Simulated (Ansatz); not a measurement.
# CoH: the cost of one run

Program: Ansatz 0.2.0, driven from Python. Level of theory: DFT PBEsol, plane waves, PAW. These are calculated values, not measurements.

## (1) The structure

The structure is cubic, space group Fm-3m (No. 225). Conventional cell: a = 3.686 Å, b = 3.686 Å, c = 3.686 Å, α = 90.00°, β = 90.00°, γ = 90.00°. Around Co (site symmetry m-3m) lie 6 H at 1.84 Å. H (site symmetry m-3m) has 6 Co at 1.84 Å as nearest neighbours.

No structure file is read: the coordinates are typed or built in the script.

## (2) The script

Input file orders.py:

```python
import ansatz as az
import numpy as np
import pandas as pd


def count_gap(report):
    # lowest empty less highest filled band, counting bands; zero where they overlap
    return max(report.get("gap_by_band_count_ev") or 0.0, 0.0)

CELL = [
    (0.0, 3.68592, 3.68592),
    (1.84296, 0.0, 1.84296),
    (1.84296, 1.84296, 0.0),
]
ATOMS = [
    ("Co", (0.0, 0.0, 0.0)),
    ("H", (0.25, 0.5, 0.5)),
    ("Co", (0.5, 0.0, 0.0)),
    ("H", (0.75, 0.5, 0.5)),
]


def magnet(moments):
    crystal = az.Crystal(lattice=az.Lattice.of(CELL))
    for (symbol, position), moment in zip(ATOMS, moments):
        crystal = crystal.atom(symbol, position, moment=moment or None)
    return crystal

orders = {
    "FM": [2.0, 0, 2.0, 0],
    "AFM": [2.0, 0, -2.0, 0],
}

rows = []
for label, moments in orders.items():
    calc = (
        magnet(moments).calculation()
        .functional("PBEsol")
        .basis(16 * az.Ha)
        .kpoints(15, 15, 15)
        .occupations("fermi_dirac", width=0.15)
        .spin("collinear")
        .band_table()
    )
    report = calc.run().report
    rows.append((label, report["free_energy_ev"], report["magnetization_mub"], report["absolute_magnetization_mub"], max(abs(m) for m in report["site_moments_mub"]), count_gap(report)))
    print(label, "site moments:", [round(m, 2) for m in report["site_moments_mub"]])

plain = (
    magnet([0] * len(ATOMS)).calculation()
    .functional("PBEsol")
    .basis(16 * az.Ha)
    .kpoints(15, 15, 15)
    .occupations("fermi_dirac", width=0.15)
    .band_table()
)
report = plain.run().report
rows.append(("NM", report["free_energy_ev"], 0.0, 0.0, 0.0, count_gap(report)))

lowest = min(row[1] for row in rows)
rows = [(row[0], 1000 * (row[1] - lowest) / 2, *row[2:]) for row in sorted(rows, key=lambda row: row[1])]
print(pd.DataFrame(rows, columns=["order", "meV/magnetic atom", "net muB", "absolute muB", "largest site muB", "gap by band count eV"]).round(4).to_string(index=False))
print("lowest of these starts:", rows[0][0])
```

## (3) What the engine is handed

The package turns the script's settings into the engine's input (first run):

```yaml
crystal:
  lattice:
    - [0.0, 3.68592, 3.68592]
    - [1.84296, 0.0, 1.84296]
    - [1.84296, 1.84296, 0.0]
  atoms:
    - { symbol: Co, position: [0.0, 0.0, 0.0], spin: 2.0 }
    - { symbol: H, position: [0.25, 0.5, 0.5] }
    - { symbol: Co, position: [0.5, 0.0, 0.0], spin: 2.0 }
    - { symbol: H, position: [0.75, 0.5, 0.5] }
basis:
  ecutwfc: 435.382179935808
kpoints:
  mp_grid:
    grid: [15, 15, 15]
hamiltonian:
  xc: pbesol
magnetization:
  spin_polarized: true
scf:
  occupations:
    method: fermi_dirac
    width: 0.15
output:
  eigenvalues: true
```

## (4) The run

Command:

```
$ python orders.py
```

Q: Estimate wall time and peak memory on 1 thread of Arm Neoverse V2, shared host.

About 5.6 min, with a peak of 1.6 GiB.
